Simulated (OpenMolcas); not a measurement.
**Re⁵⁺ among point charges: CASSCF and CASPT2 levels and susceptibility**

How does a field of 6 point charges split the states of Re⁵⁺, and what χT follows?

The numbers are computed with OpenMolcas 26.06 (state-averaged CASSCF and CASPT2, spin-orbit coupling by RASSI with atomic mean-field integrals), except any that are marked as measured or tabulated.

## Step 1: The system

| Quantity | Value |
| --- | --- |
| Species | Re⁵⁺ (rhenium, Z = 75, 70 electrons) |
| Basis | ANO-RCC-VDZP [7s6p4d2f1g], 68 functions |
| Scalar Hamiltonian | DKH2, point nucleus |
| Inactive shells | 1s 2s 2p 3s 3p 3d 4s 4p 4d 4f 5s 5p |
| Active space | 2 electrons in 5 orbitals (5d) |
| Some configurations of this space | 5d² |
| Orbitals | optimised for each spin and parity, averaged over all roots |

Outer shells as boxes (Hund's rule):

5d2
```
5d [↑ ][↑ ][  ][  ][  ]
```

The ion sits among 6 point charges of -0.85 e arranged as an octahedron (Oh), 2.24 Å from the ion.

The work runs as a chain of OpenMolcas steps in one folder; each step below is one input file. Labels, J, g values, rates, χT and fits are worked out afterwards by a script from the matrices that RASSI stores. The input lists half of the charges; inversion (Group=XYZ) makes the rest.

## Step 2: One- and two-electron integrals

a.inp

```
&GATEWAY
Coord
1

Re 0.0 0.0 0.0
Basis=ANO-RCC-VDZP
Group=XYZ
NoMove
AngMom=0.0 0.0 0.0
AMFI
XField
3 Angstrom 0
2.240000 0.000000 0.000000 -0.850000
0.000000 2.240000 0.000000 -0.850000
0.000000 0.000000 2.240000 -0.850000
&SEWARD
```

The run is started by

```console
> OMP_NUM_THREADS=1 MOLCAS_MEM=1689 MOLCAS_PROJECT=a pymolcas a.inp > a.log
```

## Step 3: CASSCF: triplets of even parity, 10 roots

a.inp

```
&RASSCF
FileOrb=start.orb
Symmetry=1
Spin=3
nActEl=2 0 0
Inactive=15 19
Ras2=5 0
CIRoot=10 10 1
SDav=10
CIMx=300
Iter=120 100
PrWF=0.3
OrbListing=Nothing
MaxOrb=0
>>> COPY $Project.JobIph JOB001
```

start.orb holds the contracted functions of the basis, ordered by shell, or the orbitals of the step before.

## Step 4: CASSCF: singlets of even parity, 15 roots

a.inp

```
&RASSCF
FileOrb=start.orb
Symmetry=1
Spin=1
nActEl=2 0 0
Inactive=15 19
Ras2=5 0
CIRoot=15 15 1
SDav=15
CIMx=300
Iter=120 100
PrWF=0.3
OrbListing=Nothing
MaxOrb=0
>>> COPY $Project.JobIph JOB002
```

## Step 5: State interaction with spin-orbit coupling

a.inp

```
&RASSI
NrOfJobIphs=2 10 15
1 2 3 4 5 6 7 8 9 10
1 2 3 4 5 6 7 8 9 10 11 12 13 14 15
IphNames
JOB001
JOB002
EJob
SpinOrbit
DIPRint=1.0
SOCoupling=1000.0
Subsets=2
Property=9
'ANGMOM' 1 'ANGMOM' 2 'ANGMOM' 3 'MLTPL  1' 1 'MLTPL  1' 2 'MLTPL  1' 3
'AMFI' 1 'AMFI' 2 'AMFI' 3
SOProperty=3
'ANGMOM' 1 'ANGMOM' 2 'ANGMOM' 3
```

## Step 6: CASPT2: IPEA 0.25, imaginary shift 0.1 (closed shells correlated: 5s 5p)

a.inp

```
>>> COPY JOB001 $Project.JobIph
&CASPT2
Multistate=10 1 2 3 4 5 6 7 8 9 10
NoMult
Frozen=14 16
IPEA=0.25
Imaginary=0.1
MaxIter=60
WThr=0.0 0.3 0.05
PrWF=0.5
NoMix
>>> COPY JOB002 $Project.JobIph
&CASPT2
Multistate=15 1 2 3 4 5 6 7 8 9 10 11 12 13 14 15
NoMult
Frozen=14 16
IPEA=0.25
Imaginary=0.1
MaxIter=60
WThr=0.0 0.3 0.05
PrWF=0.5
NoMix
```

(Steps that only read results are left out.)

What does the calculation give? Wanted: spin-free ground state; first state of the same spin within the active space; lowest level; next level.

**Answer**, as computed:

| quantity | value |
| --- | --- |
| method | SS-CASPT2, IPEA 0.25, imaginary shift 0.1 (closed shells correlated: 5s 5p) |
| spin-free ground state | 3T1, 3-fold in its orbital part |
| first state of the same spin within the active space | 3T2 at 2380 cm⁻¹ |
| lowest level | 2-fold E, g = 0.00, 0.00, 0.00 |
| next level | 667.9 cm⁻¹ |
| χT at 300 K | 0.20 cm³ K/mol |
| effective moment at 300 K | 1.25 μB |

Cost by method:

| method | time of its own steps | time with the reference |
| --- | --- | --- |
| A. CASSCF | 4.4 s | 4.4 s |
| B. SS-CASPT2, IPEA 0.25, imaginary shift 0.1, +5s 5p | 2.1 s | 6.5 s |

Times are of one thread on a shared host.

In words: The spin-free ground state (3T1) comes to 99 % from free-ion F terms and keeps the highest spin of the shell. χT at 300 K is 0.20, against 1.00 cm³ K/mol for the spin alone, so spin-orbit coupling lowers it. A ligand-field fit to the states below 45000 cm-1 gives 10Dq = 3319 cm-1, B = 791 cm-1 and C = 3130 cm-1 (C/B = 3.96), with a deviation of 377 cm-1. CASPT2 does not keep the components of a term degenerate, and the means are used. The field of point charges can differ much from that of real complexes. Point charges carry no covalency, so the field is a model and not that of real ligands.
